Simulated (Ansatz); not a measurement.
CH4BFGeO, SMILES [BH2][GeH]([F])[CH]=O, harmonic frequencies at the relaxed geometry

Computed with Ansatz 0.2.0 through its Python package.

Typed at the interpreter:
```pycon
>>> import ansatz as az
>>> from ase import Atoms
>>> from ase.thermochemistry import IdealGasThermo
>>> import numpy as np
>>> atoms = Atoms(["B", "Ge", "F", "C", "O", "H", "H", "H", "H"], positions=[
...     [0.4506, 0.1125, -1.6432],
...     [0.4253, -0.5712, 0.2266],
...     [2.0026, -0.367, 0.8939],
...     [-0.7692, 0.4007, 1.2955],
...     [-2.0239, 0.3668, 0.9845],
...     [0.9041, 1.2246, -1.8495],
...     [-0.4916, -0.1189, -2.3364],
...     [0.0968, -2.0561, 0.2007],
...     [-0.5061, 0.9623, 2.2109],
... ])
>>> molecule = az.Crystal.molecule_from_ase(atoms)
>>> job = (
...     molecule.calculation()
...     .basis(gaussian="def2-SVP")
...     .functional("cam_b3lyp")
... )
>>> symbols = [site.symbol for site in molecule.cartesian_sites]
>>> start = np.array([site.position_ang for site in molecule.cartesian_sites], dtype=float)
>>> report = job.relax(force_tolerance=0.003).run(threads=1).report

>>> end = np.array(report["positions_ang"])
>>> print("bond        before    after (A)")
bond        before    after (A)
>>> for i, j in [(0, 1), (0, 5), (0, 6), (1, 2), (1, 3), (1, 7), (3, 4), (3, 8)]:
...     d0, d1 = (np.linalg.norm(xyz[i] - xyz[j]) for xyz in (start, end))
...     print(f"{symbols[i]}{i}-{symbols[j]}{j}".ljust(10), f"{d0:8.4f} {d1:8.4f}")
...
B0-Ge1       1.9910   2.0467
B0-H5        1.2186   1.2015
B0-H6        1.1924   1.2024
Ge1-F2       1.7248   1.7518
Ge1-C3       1.8746   2.0007
Ge1-H7       1.5210   1.5370
C3-O4        1.2931   1.2001
C3-H8        1.1057   1.1238
>>> # frequencies need a stationary point, so they are taken at the relaxed geometry
>>> minimum = az.Crystal.molecule()
>>> for symbol, xyz in zip(symbols, end):
...     minimum = minimum.atom(symbol, xyz.tolist())
...
>>> vibrating = (
...     minimum.calculation()
...     .basis(gaussian="def2-SVP")
...     .functional("cam_b3lyp")
...     .phonons(temperatures=(200, 600, 100))
... )
>>> vib = vibrating.run(threads=1).report["vibrations"]
>>> sums = vib["harmonic_sums"]
>>> modes = [m["omega_inv_cm"] for m in sums["modes_at_gamma"] if m["rigid_motion"] == "no"]
>>> for number, w in enumerate(modes, start=1):
...     print(f"mode {number:2d} {w:9.1f} 1/cm {w / 8065.544 * 1000:8.2f} meV")
...
mode  1      71.4 1/cm     8.85 meV
mode  2     107.3 1/cm    13.31 meV
mode  3     120.9 1/cm    14.99 meV
mode  4     175.8 1/cm    21.80 meV
mode  5     185.5 1/cm    23.00 meV
mode  6     320.9 1/cm    39.79 meV
mode  7     561.7 1/cm    69.65 meV
mode  8     563.5 1/cm    69.87 meV
mode  9     624.4 1/cm    77.42 meV
mode 10     633.3 1/cm    78.52 meV
mode 11     707.3 1/cm    87.70 meV
mode 12     763.7 1/cm    94.69 meV
mode 13     881.2 1/cm   109.26 meV
mode 14     911.4 1/cm   112.99 meV
mode 15    1159.5 1/cm   143.76 meV
mode 16    1360.4 1/cm   168.66 meV
mode 17    1837.6 1/cm   227.83 meV
mode 18    2164.6 1/cm   268.37 meV
mode 19    2615.8 1/cm   324.32 meV
mode 20    2727.4 1/cm   338.15 meV
mode 21    2876.1 1/cm   356.59 meV
>>> print("imaginary modes:", sum(w < 0 for w in modes), " zero-point energy:", round(sums["zero_point_energy_ev"], 4), "eV")
imaginary modes: 0  zero-point energy: 1.3248 eV
>>> # rigid rotor and ideal gas, symmetry number taken as one
>>> gas = IdealGasThermo(vib_energies=[w / 8065.544 for w in modes if w > 0], geometry="linear" if len(modes) == 3 * len(symbols) - 5 else "nonlinear",
...                      atoms=Atoms(symbols, positions=end), symmetrynumber=1, spin=0.0)
>>> print(f"H(298 K) - E = {gas.get_enthalpy(298.15, verbose=False):.4f} eV")
H(298 K) - E = 1.5575 eV
>>> print(f"S(298 K, 1 bar) = {96485.33 * gas.get_entropy(298.15, 1e5, verbose=False):.1f} J/(mol K) with symmetry number 1")
S(298 K, 1 bar) = 363.3 J/(mol K) with symmetry number 1
```

Notes:
- The frequencies are harmonic and unscaled, in a modest basis. The result belongs to the one conformer reached from this start, and soft torsions count as harmonic oscillators.
- The entropy takes a symmetry number of 1; a symmetric molecule's is lower by R ln(sigma).
- It ran for 4.3 min on 1 thread of Intel(R) Xeon(R) 6975P-C (Granite Rapids), on a shared host, peak memory 0.43 GiB.

(Lines on the test bed's own set-up are left out of the output.)
